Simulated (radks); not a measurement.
**The Coulomb parameter U of the 5d shell of Hf⁺**

Aim: U as the second difference [E(n + 0.5) + E(n − 0.5) − 2E(n)]/0.5², with all orbitals relaxed. Bare: the atom's charge changes with n. Screened: the 6s shell takes up the change. The start is a model configuration, not necessarily the ground state.

Program: radks (a radial shooting solver on a logarithmic mesh, Libxc functionals) version 1. Level of theory: scalar-relativistic Kohn-Sham, PBE, spin-unpolarised, spherical densities, point nucleus. These are calculated values, not measurements, unless marked.

**1. What is computed**

```
element       : hafnium (Z = 72)
charge        : +1
electrons     : 71
configuration : [Xe] 4f14 5d2 6s1
```

The outer shells:

Hf⁺
```
[Xe] core
4f [↑↓][↑↓][↑↓][↑↓][↑↓][↑↓][↑↓]
5d [↑ ][↑ ][  ][  ][  ]
6s [↑ ]
```

**2. Start: [Xe] 4f14 5d2 6s1**

The run's settings:

```text
Z 72
configuration [Xe] 4f14 5d2 6s1
relativity scalar-relativistic
functional pbe,pbe
spin unpolarised
nucleus point
c 137.035999084
```

**3. Bare +0.5: [Xe] 4f14 5d2.5 6s1**

The run's settings:

```text
Z 72
configuration [Xe] 4f14 5d2.5 6s1
relativity scalar-relativistic
functional pbe,pbe
spin unpolarised
nucleus point
c 137.035999084
```

**4. Bare -0.5: [Xe] 4f14 5d1.5 6s1**

The run's settings:

```text
Z 72
configuration [Xe] 4f14 5d1.5 6s1
relativity scalar-relativistic
functional pbe,pbe
spin unpolarised
nucleus point
c 137.035999084
```

**5. Screened +0.5: [Xe] 4f14 5d2.5 6s0.5**

The run's settings:

```text
Z 72
configuration [Xe] 4f14 5d2.5 6s0.5
relativity scalar-relativistic
functional pbe,pbe
spin unpolarised
nucleus point
c 137.035999084
```

**6. Screened -0.5: [Xe] 4f14 5d1.5 6s1.5**

The run's settings:

```text
Z 72
configuration [Xe] 4f14 5d1.5 6s1.5
relativity scalar-relativistic
functional pbe,pbe
spin unpolarised
nucleus point
c 137.035999084
```

Before running it: what results should come out?

**Answer**, as computed:

| quantity | value (eV) |
| --- | --- |
| U, bare | 8.391 |
| U, screened by 6s | 0.535 |
| F0(5d,5d), frozen orbitals | 10.909 |

In words: Relaxing the orbitals brings U down to 77 % of the Slater integral F0. Letting 6s compensate leaves 6 % of the bare value; this second difference measures U(5d,5d) + U(6s,6s) − 2U(5d,6s). A solid screens further than the bare atom, so the bare value is an upper guide for the U of a crystal.
